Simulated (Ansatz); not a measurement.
# SnH₃Cl (SMILES [Cl][SnH3]): one structure at several levels

One table from this session's results is given with a row withheld; the runs are named, their logs left out.

Program: Ansatz 0.2.0, Gaussian basis. Level of theory: single points in def2-TZVPP. These are calculated values, not measurements.

Correlated methods freeze the cores. Filled d shells of the heavier atoms are correlated. Core potentials replace the inner electrons past krypton, and spin-orbit coupling is left out.

## The starting structure

SMILES `[Cl][SnH3]`, 5 atoms, charge 0, spin multiplicity 1.

Atoms are counted from 1 here; the program's logs count them from 0.

Bond lengths: Cl1–Sn2 2.287 Å, Sn2–H3 1.750 Å, Sn2–H4 1.758 Å, Sn2–H5 1.663 Å. Angles: Cl1–Sn2–H3 104.9°, Cl1–Sn2–H4 110.0°, Cl1–Sn2–H5 104.2°, H3–Sn2–H4 113.7°, H3–Sn2–H5 114.6°, H4–Sn2–H5 108.9°.

Geometry (Å):

```
atom    x (Å)    y (Å)    z (Å)
 Cl1  -1.8153   0.3724   0.9913
 Sn2   0.1523  -0.0353  -0.0999
  H3  -0.1586   0.3953  -1.7669
  H4   0.6240  -1.7150   0.1201
  H5   1.2573   0.9384   0.6714
```

The first run:

File run/in.yaml:

```yaml
crystal:
  periodic: [false, false, false]
  atoms:
    - {symbol: Cl, position_ang: [-1.815300, 0.372400, 0.991300]}
    - {symbol: Sn, position_ang: [0.152300, -0.035300, -0.099900]}
    - {symbol: H, position_ang: [-0.158600, 0.395300, -1.766900]}
    - {symbol: H, position_ang: [0.624000, -1.715000, 0.120100]}
    - {symbol: H, position_ang: [1.257300, 0.938400, 0.671400]}
basis:
  gaussian: {orbitals: def2-TZVPP}
correlation: {method: ccsd_t}
output: {forces: true}
```

No record of the launch command was kept for these runs.

Steps of the session up to this table: CCSD(T)/def2-TZVPP; PBE0-D4/def2-TZVPP; wB97M-V/def2-TZVPP; r2SCAN-D4/def2-TZVPP; PBE-D4/def2-TZVPP; r2SCANh-D4/def2-TZVPP; B97M-V/def2-TZVPP.

One table of the session follows, with a row left open; its other results are not shown here.

```
    method  RMS force component (eV/Å)  angle to CCSD(T) forces (°)  dipole (D)
   CCSD(T)                       0.523                    reference        2.16
   PBE0-D4                       0.498                          7.7        2.18
   wB97M-V                       0.528                          1.8        2.19
 r2SCAN-D4                       0.511                          7.9        2.16
    PBE-D4                       0.534                         19.5        2.05
r2SCANh-D4                           ?                            ?           ?
    B97M-V                       0.477                         14.5        2.02
```

Estimate the missing values for r2SCANh-D4.

The run gave: RMS force component (eV/Å): 0.507; angle to CCSD(T) forces (°): 4.9; dipole (D): 2.19. In the column «RMS force component (eV/Å)» it lies between PBE0-D4 (0.498) and r2SCAN-D4 (0.511).
